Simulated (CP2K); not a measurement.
InSb3:

```
Sb In
1.0
     4.80637    0.00000    0.00000
     0.00000    4.80637    0.00000
     0.00000    0.00000    4.80637
Sb In
3 1
Direct
  0.50000 0.50000 0.00000
  0.00000 0.50000 0.50000
  0.50000 0.00000 0.50000
  0.00000 0.00000 0.00000
```

The cell comes from a database or a generator and needn't be the stable form of this composition.

| Property | Result |
| --- | --- |
| Program | CP2K 2026.2 |
| Task | single point |
| Functional | PBEsol |
| Potentials or basis | POTENTIAL_UZH Sb GTH-PBE-q5, In GTH-PBE-q13; TZVP-MOLOPT-PBE-GTH basis |
| Density cutoff | 6123 eV |
| k mesh | 6 × 6 × 6 |
| Occupations | fermi-dirac, width 0.05 eV |
| Spin | no spin polarisation |

On this cell: pressure -0.7 GPa; largest force zero by symmetry; band gap on the k mesh none (metal or under the smearing width).

The same run follows on a disturbed copy (atoms moved at random, drawn with an rms of 0.05 Å):

```
CELL_PARAMETERS angstrom
4.80637 0.00000 0.00000
0.00000 4.80637 0.00000
0.00000 0.00000 4.80637
ATOMIC_POSITIONS crystal
Sb 0.51050 0.48869 0.99375
Sb 0.00030 0.50846 0.50419
Sb 0.50096 0.99871 0.50049
In 0.99574 0.99724 0.00411
```

Question: What changes?

Answer: The energy (extrapolated to zero smearing) moves by +0.4 meV/atom; pressure -0.6 GPa; largest force 0.100 eV/Å; band gap on the k mesh none (metal or under the smearing width).

Forces in eV/Å, atoms in the order of the input:
```
Sb  -0.061 -0.018  0.010
Sb   0.045  0.006 -0.011
Sb  -0.075  0.004 -0.016
In   0.098  0.015  0.009
```

Caveats: the potentials were made for another functional, which shifts forces and pressure; the basis of atomic orbitals isn't converged, which shifts pressures, moduli and gaps.
